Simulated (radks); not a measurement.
# Lu²⁺ with its nuclear charge varied continuously

The task here is to estimate one member of a computed series from the others.

The numbers are computed with radks (a radial shooting solver on a logarithmic mesh, Libxc functionals) version 1 (Dirac Kohn-Sham, PBE, spin-unpolarised, spherical densities, point nucleus), except any that are marked as measured or tabulated.

## The system

* element: lutetium (Z = 71)
* charge: +2
* electrons: 69
* configuration: [Xe] 4f14 6s1

The outer shells:

Lu²⁺
```
[Xe] core
4f [↑↓][↑↓][↑↓][↑↓][↑↓][↑↓][↑↓]
6s [↑ ]
```

Set-up of the first run:

The run's settings:

```text
Z 71
configuration [Xe] 4f14 6s1
relativity Dirac
functional pbe,pbe
spin unpolarised
j_filling energy
nucleus point
c 137.035999084
```

Steps of the session up to this table: Z = 71.

One of the session's tables, all rows but one given; the rest of the session is left out.

It belongs to the step «Z = 71». From the orbitals of this run (lengths in bohr):

```
level     <r>  outermost maximum (interpolated)  90 % within  nodes
4d3/2  0.5410                             0.476        0.814      1
4d5/2       ?                                 ?            ?      ?
5s1/2   1.168                              1.04         1.69      4
5p1/2   1.305                              1.13         1.91      3
5p3/2   1.412                              1.22         2.07      3
4f5/2  0.7116                             0.466         1.22      0
4f7/2  0.7264                             0.471         1.25      0
6s1/2   3.061                              2.74         4.40      5
```

Estimate the missing values for 4d5/2.

**Answer.** <r>: 0.5526; outermost maximum (interpolated): 0.485; 90 % within: 0.831; nodes: 1. In the column «<r>» it lies between 4d3/2 (0.5410) and 4f5/2 (0.7116).
